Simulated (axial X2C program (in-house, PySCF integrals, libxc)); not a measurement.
**All-electron X2C curves of ZnN in a model world with the speed of light multiplied by 4**

What are the state, bond length, wavenumber and bond energy of ZnN, and what does spin–orbit coupling change?

Computed with an in-house X2C program for linear molecules on PySCF integrals. Level: all-electron X2C, Zn dyall-v3z, N dyall-v3z.

All values are calculated.

## (1) Set-up

Input file task.json:

```json
{"zs": [30, 7], "q": 0, "bas": ["dyall-v3z", "dyall-v3z"], "levels": ["PBE0", "HF", "LDA", "r2SCAN0"], "cc": false, "r0": 1.8, "npts": 10, "nst": 2, "ntry": 6, "opt": {"cfac": 4}}
```

Keys: zs atomic numbers; q charge; bas basis sets; levels methods (HF also brings MP2); cc coupled cluster on or off; r0 starting distance in Å; npts points asked for on the curve; nst determinants followed; ntry starts of the search; cfac factor on the speed of light (100 gives the non-relativistic limit).

Command:

```bash
$ python so2c.py task.json out
```

Spin-free means the one-electron spin-free X2C Hamiltonian; two-component (2c) means X2C with spin–orbit coupling and atomic mean-field two-electron Coulomb and Gaunt terms; the speed of light was multiplied by 4, so these are model numbers, not those of the real molecule. Basis: Zn dyall-v3z contracted to [9s9p5d3f2g], N dyall-v3z contracted to [6s6p2d1f]; Gaussian nuclei, density fitting. Masses: Zn 63.929 u, N 14.003 u.

Notation: σ, π±, δ± give the projection m of an orbital's angular momentum (0, ±1, ±2), α and β its spin, Λ and M_S the sums; ω is the projection of a spinor's total angular momentum and Ω the sum. Logs are in hartree.

The results follow Hamiltonian by Hamiltonian and level by level.

## (2) Search for the lowest determinant

PBE0 moves the distance from 1.800 Å to 2.031 Å and compares determinants there.

Spin-free determinants:

| ΔE (eV) | state | open shells |
| --- | --- | --- |
| 0.00 | M_S = 3/2, Λ = 0 | beyond closed shells: σα, π+α, π-α |
| 0.39 | M_S = 1/2, Λ = 0 | beyond closed shells: σβ, π+α, π-α |
| 1.14 | M_S = 1/2, Λ = 1 | beyond closed shells: π+α, π+β, π-α |
| 1.83 | M_S = 1/2, Λ = 0 | beyond closed shells: σα, π+β, π-α |
| 1.83 | M_S = 1/2, Λ = 2 | beyond closed shells: σα, π+α, π+β |
| 2.23 | M_S = 3/2, Λ = 1 | beyond closed shells: 2 × σα, π+α, π+β, π-α |
| 3.84 | M_S = 3/2, Λ = 1 | beyond closed shells: 2 × π+α, π-α |

Two-component determinants:

```
ΔE (eV)    state                                  open shells
   0.00  Ω = 3/2                excess of +ω over −ω: ω = 3/2
   0.39  Ω = 1/2  excess of +ω over −ω: 2 × ω = -1/2, ω = 3/2
   1.14  Ω = 1/2                excess of +ω over −ω: ω = 1/2
   1.83  Ω = 1/2                excess of +ω over −ω: ω = 1/2
   1.83  Ω = 5/2   excess of +ω over −ω: 2 × ω = 1/2, ω = 3/2
   3.84  Ω = 5/2  excess of +ω over −ω: ω = -1/2, 2 × ω = 3/2
   4.97  Ω = 7/2   excess of +ω over −ω: ω = 1/2, 2 × ω = 3/2
```

## (3) PBE0, spin-free

State followed: M_S = 3/2, Λ = 0 (beyond closed shells: σα, π+α, π-α). The scan is laid around 2.031 Å, a first estimate of the minimum, and this SCF restarts from the orbitals of the search.

The SCF at the reference distance of 2.031 Å:

```text
spin-free X2C-1e  PBE0
basis functions 141  fitting functions 838  grid points 5078
iter        total energy     max residual
   1      -1834.758616343     1.42e-05
   2      -1834.758616347     1.52e-05
converged
one-electron -2667.16791749  Coulomb 855.39366452  exact exchange -19.03604187  xc functional -58.66383815  nuclear repulsion 54.71551664
```

Along the bond, energies from the lowest point:

```
R (Å)  E (eV)  μ (D)  HOMO (eV)  LUMO (eV)  iterations
1.767  0.3444  -1.26      -5.86      -2.96          16
1.848  0.1332  -1.35      -5.92      -2.80          11
1.909  0.0490  -1.40      -5.97      -2.70          11
1.970  0.0090  -1.43      -6.02      -2.65          11
2.031  0.0000  -1.44      -6.07      -2.69           2
2.102  0.0151  -1.44      -6.13      -2.72          11
2.173  0.0465  -1.40      -6.19      -2.74          10
2.265  0.0975  -1.32      -6.26      -2.76          10
2.376  0.1612  -1.19      -6.33      -2.76          10
2.539  0.2391  -0.97      -6.41      -2.73          11
```

Dipoles are positive if N is the positive end.

Outer orbitals at the reference distance:

| symmetry | occupied | ε (eV) | atomic character |
| --- | --- | --- | --- |
| σα | yes | -22.09 | 84% N s, 6% Zn p, 5% Zn d |
| σβ | yes | -17.62 | 75% N s, 11% Zn d, 7% Zn p |
| δ+α | yes | -14.28 | 100% Zn d |
| δ-α | yes | -14.28 | 100% Zn d |
| π+α | yes | -14.27 | 99% Zn d |
| π-α | yes | -14.27 | 99% Zn d |
| σα | yes | -14.25 | 94% Zn d, 3% N p |
| δ+β | yes | -14.20 | 100% Zn d |
| δ-β | yes | -14.20 | 100% Zn d |
| π-β | yes | -14.12 | 100% Zn d |
| π+β | yes | -14.12 | 100% Zn d |
| σβ | yes | -13.86 | 90% Zn d, 6% N s |
| σα | yes | -9.58 | 72% N p, 20% Zn s, 3% Zn d |
| π+α | yes | -9.31 | 94% N p, 3% Zn p, 3% Zn d |
| π-α | yes | -9.31 | 94% N p, 3% Zn p, 3% Zn d |
| σβ | yes | -7.43 | 55% N p, 39% Zn s, 4% N s |
| σα | yes | -6.07 | 61% Zn s, 21% Zn p, 16% N p |
| σβ | no | -2.69 | 45% Zn s, 30% N p, 22% Zn p |
| π+β | no | -2.54 | 75% N p, 23% Zn p |
| π-β | no | -2.54 | 75% N p, 23% Zn p |
| π+α | no | -0.76 | 95% Zn p, 4% N p |

PBE0 fields in the half plane through the axis: z from -2.4 to 4.2 Å across, distance from the axis 0.15 to 2.25 Å upwards; Zn lies at z = 0 and N at z = 2.031 Å; the ELF is damped to zero where the density is low.

log10 density (e/bohr³). Ten even steps from '0' (-5.08 ) to '9' (1.37 ):
```
11222223222222222111000
12223333333332222221110
22233344443333333332211
22334444444444444433221
23344455555455555443321
23344556665555666554322
33445567876566776654332
33445678987667787654432
```

ELF. Ten even steps from '0' (0.00 ) to '9' (0.93 ):
```
00012343210000000000000
00256765421000000000000
03688865432100112210000
26898753222112345432000
58998532112235677764200
79996312221258899986310
89985226762179889997520
89985248383189167998520
```

Re = 2.023 Å, ωe = 372 cm⁻¹, ωexe = 9.01 cm⁻¹, Be = 0.3587 cm⁻¹, De = 0.406 eV, μ = -1.44 D.

## (4) HF, spin-free

Output at 2.031 Å:

```text
spin-free X2C-1e  HF
basis functions 141  fitting functions 838  grid points 5078
iter        total energy     max residual
   1      -1833.202903791     2.20e-01
   2      -1833.231108973     1.88e-02
   3      -1833.233057164     3.72e-02
   4      -1833.234839501     7.03e-03
   5      -1833.234954348     1.07e-03
   6      -1833.234984411     8.44e-04
   7      -1833.234988096     3.74e-04
   8      -1833.234991278     3.11e-04
   9      -1833.234992785     3.39e-04
  10      -1833.234993456     1.31e-04
  11      -1833.234993571     2.20e-05
  12      -1833.234993587     1.66e-05
  13      -1833.234993588     6.23e-06
  14      -1833.234993589     7.08e-07
converged
one-electron -2668.17889017  Coulomb 856.56625368  exact exchange -76.33787374  xc functional 0.00000000  nuclear repulsion 54.71551664
```

No constants are quoted: the lowest point is the long end of the scan.

## (5) LDA, spin-free

Output at 2.031 Å:

```text
spin-free X2C-1e  LDA
basis functions 141  fitting functions 838  grid points 5078
iter        total energy     max residual
   1      -1831.724205681     1.75e-01
   2      -1831.729909430     3.34e-02
   3      -1831.733245992     6.33e-02
   4      -1831.736877035     1.09e-02
   5      -1831.736924260     3.84e-03
   6      -1831.736940906     5.36e-03
   7      -1831.737010517     7.04e-04
   8      -1831.737014898     3.39e-04
   9      -1831.737015660     1.42e-04
  10      -1831.737015698     1.91e-05
  11      -1831.737015700     3.54e-06
converged
one-electron -2666.25030371  Coulomb 854.35775751  exact exchange 0.00000000  xc functional -74.55998614  nuclear repulsion 54.71551664
```

Re = 1.973 Å, ωe = 408 cm⁻¹, ωexe = 6.25 cm⁻¹, Be = 0.377 cm⁻¹, De = 0.878 eV, μ = -1.10 D.

## (6) r2SCAN0, spin-free

The SCF at the reference distance of 2.031 Å:

```text
spin-free X2C-1e  r2SCAN0
basis functions 141  fitting functions 838  grid points 5078
iter        total energy     max residual
   1      -1834.979131851     8.61e-02
   2      -1834.980828860     7.63e-03
   3      -1834.981114710     8.42e-03
   4      -1834.981191744     1.51e-03
   5      -1834.981195988     7.53e-04
   6      -1834.981199847     3.86e-04
   7      -1834.981200091     4.05e-05
   8      -1834.981200145     2.71e-05
   9      -1834.981200148     4.09e-06
converged
one-electron -2667.53657663  Coulomb 855.80468788  exact exchange -19.04926920  xc functional -58.91555884  nuclear repulsion 54.71551664
```

Re = 2.019 Å, ωe = 365 cm⁻¹, ωexe = 10 cm⁻¹, Be = 0.3601 cm⁻¹, De = 0.339 eV, μ = -1.43 D.

## (7) MP2, spin-free

Correlated methods: 17 electrons correlated (frozen shells, counted by type: Zn 3 s, 2 p; N 1 s), 229 virtual spinors in MP2.

MP2: Re = 1.984 Å, ωe = 421 cm⁻¹, Be = 0.3729 cm⁻¹, De = -0.056 eV.

## (8) A higher determinant, spin-free

State: M_S = 1/2, Λ = 0 (beyond closed shells: σβ, π+α, π-α).

Output at the reference distance:

```text
spin-free X2C-1e  PBE0
basis functions 141  fitting functions 838  grid points 5078
iter        total energy     max residual
   1      -1834.744307695     1.72e-05
   2      -1834.744307697     2.44e-05
   3      -1834.744307699     1.09e-05
converged
one-electron -2667.01217843  Coulomb 855.24188357  exact exchange -19.03238867  xc functional -58.65714080  nuclear repulsion 54.71551664
```

```
R (Å)  E above the lowest PBE0 point (eV)
1.767                               0.637
1.848                               0.445
1.909                               0.381
1.970                               0.367
2.031                               0.389
2.102                               0.447
2.173                               0.527
2.265                               0.647
2.376                               0.799
```

Re = 1.960 Å, ωe = 492 cm⁻¹, ωexe = 4.7 cm⁻¹, Be = 0.3819 cm⁻¹, μ = -1.90 D. ⟨S²⟩ = 1.76 against 0.75 for a pure state, so this determinant mixes spins. Te = 0.37 eV.

## (9) The spin-free curves together

Energy (eV) of the followed determinant, spin-free, from each level's lowest point:

```
R (Å)   PBE0     HF    MP2    LDA  r2SCAN0
1.767  0.344  0.782  0.287  0.231    0.329
1.848  0.133  0.509  0.094  0.071    0.124
1.909  0.049  0.389  0.025  0.016    0.044
1.970  0.009  0.316  0.000  0.000    0.007
2.031  0.000  0.269  0.006  0.011    0.000
2.102  0.015  0.229  0.035  0.045    0.016
2.173  0.047  0.193  0.066  0.095    0.046
2.265  0.097  0.144  0.093  0.169    0.093
2.376  0.161  0.084  0.100  0.264    0.151
2.539  0.239  0.000  0.080  0.391    0.221
```

## (10) PBE0, 2c

State followed: Ω = 3/2 (excess of +ω over −ω: ω = 3/2). The scan is laid around 2.031 Å, a first estimate of the minimum, and this SCF restarts from the orbitals of the search.

The SCF at the reference distance of 2.031 Å:

```text
two-component X2C + atomic mean field  PBE0
basis functions 141  fitting functions 838  grid points 5078
iter        total energy     max residual
   1      -1834.723431659     6.95e-05
   2      -1834.723431663     4.38e-05
   3      -1834.723431664     5.91e-06
converged
one-electron -2667.08238288  Coulomb 855.37713765  exact exchange -19.03569462  xc functional -58.66274798  nuclear repulsion 54.71551664  atomic mean-field constant -0.03526048
```

Along the bond, energies from the lowest point:

```
R (Å)  E (eV)  μ (D)  HOMO (eV)  LUMO (eV)  iterations
1.767  0.3445  -1.26      -5.86      -2.96          16
1.848  0.1333  -1.35      -5.92      -2.81          11
1.909  0.0491  -1.40      -5.97      -2.70          11
1.970  0.0090  -1.43      -6.02      -2.65          11
2.031  0.0000  -1.45      -6.07      -2.69           3
2.102  0.0151  -1.44      -6.13      -2.72          11
2.173  0.0465  -1.40      -6.19      -2.74          10
2.265  0.0974  -1.32      -6.26      -2.76          10
2.376  0.1612  -1.19      -6.33      -2.76          10
2.539  0.2390  -0.97      -6.41      -2.73          11
```

Dipoles are positive if N is the positive end.

Outer spinors at the reference distance:

```tsv
ω	occupied	ε (eV)	atomic character	λ mixture
1/2	yes	-22.09	84% N s, 6% Zn p, 5% Zn d	100% σ
-1/2	yes	-17.62	75% N s, 11% Zn d, 7% Zn p	100% σ
-3/2	yes	-14.28	100% Zn d	100% δ
-1/2	yes	-14.28	99% Zn d	100% π
3/2	yes	-14.27	99% Zn d	98% π, 2% δ
5/2	yes	-14.27	100% Zn d	100% δ
1/2	yes	-14.26	94% Zn d, 3% N p	99% σ, 1% π
3/2	yes	-14.21	100% Zn d	98% δ, 2% π
-5/2	yes	-14.20	100% Zn d	100% δ
1/2	yes	-14.12	100% Zn d	99% π, 1% σ
-3/2	yes	-14.11	100% Zn d	100% π
-1/2	yes	-13.86	90% Zn d, 6% N s	100% σ
1/2	yes	-9.58	72% N p, 20% Zn s, 3% Zn d	100% σ
-1/2	yes	-9.31	94% N p, 3% Zn p, 3% Zn d	100% π
3/2	yes	-9.31	94% N p, 3% Zn p, 3% Zn d	100% π
-1/2	yes	-7.43	55% N p, 39% Zn s, 4% N s	100% σ
1/2	yes	-6.07	61% Zn s, 21% Zn p, 16% N p	100% σ
-1/2	no	-2.69	45% Zn s, 30% N p, 22% Zn p	100% σ
1/2	no	-2.54	75% N p, 23% Zn p	100% π
-3/2	no	-2.54	75% N p, 23% Zn p	100% π
-1/2	no	-0.76	95% Zn p, 4% N p	100% π
```

PBE0 fields in the half plane through the axis: z from -2.4 to 4.2 Å across, distance from the axis 0.15 to 2.25 Å upwards; Zn lies at z = 0 and N at z = 2.031 Å; the ELF is damped to zero where the density is low.

log10 density (e/bohr³). Ten even steps from ' ' (-5.08 ) to '@' (1.37 ):
```
....::::::::::--::::::::::::::::::......      
..::::::------------------::::::::::::......  
::::::------========------------------::::....
::::----============================----::::..
::----======++++++++++==++++++++++====----::..
::----====++++******++++++++******++++==--::::
----====++++**##%%##**++****####****++==----::
----====++**##%%@@%%##****####%%##**++====--::
```

ELF. Ten even steps from ' ' (0.00 ) to '@' (0.93 ):
```
      ..::--==--::..                          
    ::++**##**++==::..                        
  --**%%%%%%**++==--::..    ....::::..        
::**%%@@%%##++--::::::....::--==++==--::      
++%%@@@@%%++--::....::::--++**######**==::    
##@@@@@@**--..::::::..::++%%%%@@@@@@%%**--..  
%%@@@@%%++::::**##**::..##@@%%%%@@@@@@##++::  
%%@@@@%%++::==%%--%%--..%%@@..**##@@@@%%++::  
```

Re = 2.023 Å, ωe = 372 cm⁻¹, ωexe = 9.01 cm⁻¹, Be = 0.3586 cm⁻¹, De = 0.406 eV, μ = -1.44 D.

## (11) HF, 2c

Output at 2.031 Å:

```text
two-component X2C + atomic mean field  HF
basis functions 141  fitting functions 838  grid points 5078
iter        total energy     max residual
   1      -1833.167767545     2.20e-01
   2      -1833.195970760     1.88e-02
   3      -1833.197918381     3.72e-02
   4      -1833.199699444     7.03e-03
   5      -1833.199814263     1.07e-03
   6      -1833.199844321     8.45e-04
   7      -1833.199848010     3.74e-04
   8      -1833.199851195     3.11e-04
   9      -1833.199852705     3.39e-04
  10      -1833.199853376     1.31e-04
  11      -1833.199853490     2.20e-05
  12      -1833.199853506     1.66e-05
  13      -1833.199853508     6.23e-06
  14      -1833.199853508     7.07e-07
converged
one-electron -2668.09246141  Coulomb 856.54875902  exact exchange -76.33640727  xc functional 0.00000000  nuclear repulsion 54.71551664  atomic mean-field constant -0.03526048
```

No constants are quoted: the lowest point is the long end of the scan.

## (12) LDA, 2c

The SCF at the reference distance of 2.031 Å:

```text
two-component X2C + atomic mean field  LDA
basis functions 141  fitting functions 838  grid points 5078
iter        total energy     max residual
   1      -1831.689032488     1.75e-01
   2      -1831.694724882     3.34e-02
   3      -1831.698079086     6.33e-02
   4      -1831.701705748     1.09e-02
   5      -1831.701753924     3.82e-03
   6      -1831.701769450     5.36e-03
   7      -1831.701839510     6.95e-04
   8      -1831.701843837     3.39e-04
   9      -1831.701844604     1.41e-04
  10      -1831.701844640     1.88e-05
  11      -1831.701844643     3.61e-06
converged
one-electron -2666.16400402  Coulomb 854.34039624  exact exchange 0.00000000  xc functional -74.55849303  nuclear repulsion 54.71551664  atomic mean-field constant -0.03526048
```

No constants are quoted: the solution changes its character somewhere along the scan, so the fit is set aside.

## (13) r2SCAN0, 2c

The SCF at the reference distance of 2.031 Å:

```text
two-component X2C + atomic mean field  r2SCAN0
basis functions 141  fitting functions 838  grid points 5078
iter        total energy     max residual
   1      -1834.943946658     8.60e-02
   2      -1834.945644421     7.61e-03
   3      -1834.945929335     8.41e-03
   4      -1834.946006090     1.52e-03
   5      -1834.946010345     7.48e-04
   6      -1834.946014152     3.92e-04
   7      -1834.946014395     4.05e-05
   8      -1834.946014449     2.81e-05
   9      -1834.946014452     4.10e-06
converged
one-electron -2667.45023131  Coulomb 855.78728103  exact exchange -19.04890395  xc functional -58.91441639  nuclear repulsion 54.71551664  atomic mean-field constant -0.03526048
```

Re = 2.019 Å, ωe = 365 cm⁻¹, ωexe = 10 cm⁻¹, Be = 0.3601 cm⁻¹, De = 0.339 eV, μ = -1.43 D.

## (14) Correlated methods, 2c

Correlated methods: 17 electrons correlated (frozen shells, counted by type: Zn 3 s, 2 p; N 1 s), 229 virtual spinors in MP2.

MP2: Re = 1.984 Å, ωe = 421 cm⁻¹, Be = 0.3729 cm⁻¹, De = -0.056 eV.

## (15) A higher determinant, 2c

State: Ω = 1/2 (excess of +ω over −ω: 2 × ω = -1/2, ω = 3/2).

Output at the reference distance:

```text
two-component X2C + atomic mean field  PBE0
basis functions 141  fitting functions 838  grid points 5078
iter        total energy     max residual
   1      -1834.709122925     6.41e-05
   2      -1834.709122928     4.04e-05
   3      -1834.709122928     5.12e-06
converged
one-electron -2666.92518261  Coulomb 855.22378858  exact exchange -19.03201397  xc functional -58.65597109  nuclear repulsion 54.71551664  atomic mean-field constant -0.03526048
```

```
R (Å)  E above the lowest PBE0 point (eV)
1.767                               0.637
1.848                               0.445
1.909                               0.382
1.970                               0.367
2.031                               0.389
2.102                               0.447
2.173                               0.527
2.265                               0.647
2.376                               0.799
```

Re = 1.960 Å, ωe = 492 cm⁻¹, ωexe = 4.7 cm⁻¹, Be = 0.3819 cm⁻¹, μ = -1.90 D. Te = 0.37 eV.

## (16) The 2c curves together

Energy (eV) of the followed determinant, 2c, from each level's lowest point:

```
R (Å)   PBE0     HF    MP2  LDA (jumps)  r2SCAN0
1.767  0.345  0.782  0.288        0.225    0.329
1.848  0.133  0.509  0.094        0.071    0.124
1.909  0.049  0.389  0.025        0.016    0.044
1.970  0.009  0.316  0.000        0.000    0.007
2.031  0.000  0.269  0.006        0.010    0.000
2.102  0.015  0.229  0.035        0.045    0.016
2.173  0.046  0.193  0.066        0.095    0.046
2.265  0.097  0.144  0.093        0.169    0.093
2.376  0.161  0.084  0.100        0.263    0.151
2.539  0.239  0.000  0.080        0.391    0.221
```

The whole job took 1.8 min on 1 thread of Arm Neoverse N1, shared host; peak memory 0.29 GiB.

## (17) What came out

Lowest determinant that the search found at its distance, spin-free: M_S = 3/2, Λ = 0 (beyond closed shells: σα, π+α, π-α).

Lowest determinant that the search found at its distance, 2c: Ω = 3/2 (excess of +ω over −ω: ω = 3/2).

```tsv
Hamiltonian	level	Re (Å)	ωe (cm⁻¹)	De (eV)	μ (D)
spin-free	PBE0	2.023	372	0.406	-1.44
spin-free	MP2	1.984	421	-0.056	n/a
spin-free	LDA	1.973	408	0.878	-1.10
spin-free	r2SCAN0	2.019	365	0.339	-1.43
2c	PBE0	2.023	372	0.406	-1.44
2c	MP2	1.984	421	-0.056	n/a
2c	r2SCAN0	2.019	365	0.339	-1.43
```

Dipoles are positive if N is the positive end. No constants: spin-free HF (the lowest point is the long end of the scan); 2c HF (the lowest point is the long end of the scan); 2c LDA (the solution changes its character somewhere along the scan, so the fit is set aside).

Time per point (s) on 1 thread of Arm Neoverse N1, shared host (2c runs); the times are rough: PBE0 0.74, MP2 0.76, r2SCAN0 1.2.

At MP2, going from spin-free to two-component changes Re by 0 mÅ, ωe by 0.0 %; the spin-free picture holds up (part of it comes from the scalar share of the two-electron terms). De moves by 0.00 eV; both De rest on single-determinant atoms, which can miss part of an open shell's spin–orbit lowering. De is negative at MP2: there the minimum lies above the ground-state fragments.

De refers to Zn + N, each in the lowest determinant found, which need not be this curve's own limit. Each curve is one determinant whose occupation by symmetry is held fixed; it was picked as the lowest of a PBE0 search that is not exhaustive. Dissociation energies refer to the lowest single-determinant-based atoms at the same level and basis. Density functionals use the spin component along the axis (collinear). The meta-GGAs lack a current-density term, which matters for open shells with orbital currents, atoms included. With several unpaired electrons one determinant need not be a pure state. At some level an empty orbital lies below a filled one. The spin-free determinant is spin-contaminated at some levels, which hurts MP2 most. These are model numbers, with the speed of light changed.
